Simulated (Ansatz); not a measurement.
**[Cu(SH)2]- (CuH₂S₂−): geometry, orbitals and charge**

What does [Cu(SH)2]- (CuH₂S₂−) look like as a singlet, and where do its frontier electrons sit?

Computed with Ansatz 0.2.0, Gaussian basis. Level: RKS PBE0-D4/def2-TZVPD.

Levels to be run: relaxation at r2SCAN-D4/def2-TZVPD; a search for the lowest solution at PBE0-D4/def2-SVP; a single point at PBE0-D4/def2-TZVPD.

### Step 1. Where the work starts

5 atoms, charge -1, spin multiplicity 1.

Atoms are counted from 1 here; the program's logs count them from 0.

Bond lengths: Cu1–S2 2.194 Å, Cu1–S4 2.195 Å, S2–H3 1.325 Å, S4–H5 1.325 Å. Angles: S2–Cu1–S4 179.9°, Cu1–S2–H3 94.0°, Cu1–S4–H5 93.8°.

Geometry (Å):

```
Cu    0.00341   -0.00599   -0.00086
S    -0.05401    0.02064    2.19218
H     1.16705    0.52124    2.31163
S     0.05857   -0.03294   -2.19473
H    -1.17502   -0.50295   -2.30821
```

Formally the metal is d10. No spin-orbit coupling is included. The ion is computed in the gas phase, without counter-ions or solvent.

The start is a GFN2-xTB geometry.

### Step 2. Optimising with r2SCAN-D4/def2-TZVPD

in.yaml

```yaml
crystal:
  periodic: [false, false, false]
  atoms:
    - {symbol: Cu, position_ang: [0.003410, -0.005990, -0.000860]}
    - {symbol: S, position_ang: [-0.054010, 0.020640, 2.192180]}
    - {symbol: H, position_ang: [1.167050, 0.521240, 2.311630]}
    - {symbol: S, position_ang: [0.058570, -0.032940, -2.194730]}
    - {symbol: H, position_ang: [-1.175020, -0.502950, -2.308210]}
basis:
  gaussian: {orbitals: def2-TZVPD}
total_charge: -1
hamiltonian: {xc: r2scan, dispersion: d4}
scf: {lower_state_search: "off"}
output: {orbitals: {seedname: orbitals}}
relax: {f_tol: 0.02, max_steps: 100}
```

Command:

```bash
$ ansatz run in.yaml --threads 4 --pin off --events-out ev --progress --plain --max-ram 3916MiB
```

The runs that follow: Searching for the lowest solution, PBE0-D4/def2-SVP; Single point, PBE0-D4/def2-TZVPD.

Q: Predict the results of all the runs planned. Wanted: point group; near neighbours of the metal; HOMO, LUMO at PBE0-D4/def2-TZVPD; charge on the metal.

As calculated:

```
                                          quantity             value
                                       point group                C2
                      near neighbours of the metal  S 2.15, S 2.15 Å
                  HOMO, LUMO at PBE0-D4/def2-TZVPD    -1.81, 3.25 eV
charge on the metal (Mulliken, PBE0-D4/def2-TZVPD)           -0.28 e
```

The molecule keeps its bonding pattern by the stored test; the atoms moved 0.48 Å (rms). The Mulliken charge of the metal, -0.28 e, depends on the basis and isn't its oxidation state. No usable vibrations, so a minimum isn't proven. The HOMO lies nearest to Cu1 31 %; S2, S4 about 30 % each and the LUMO to H3, H5 about 25 % each; S2, S4 about 19 % each. Whether this spin is the lowest isn't tested here.
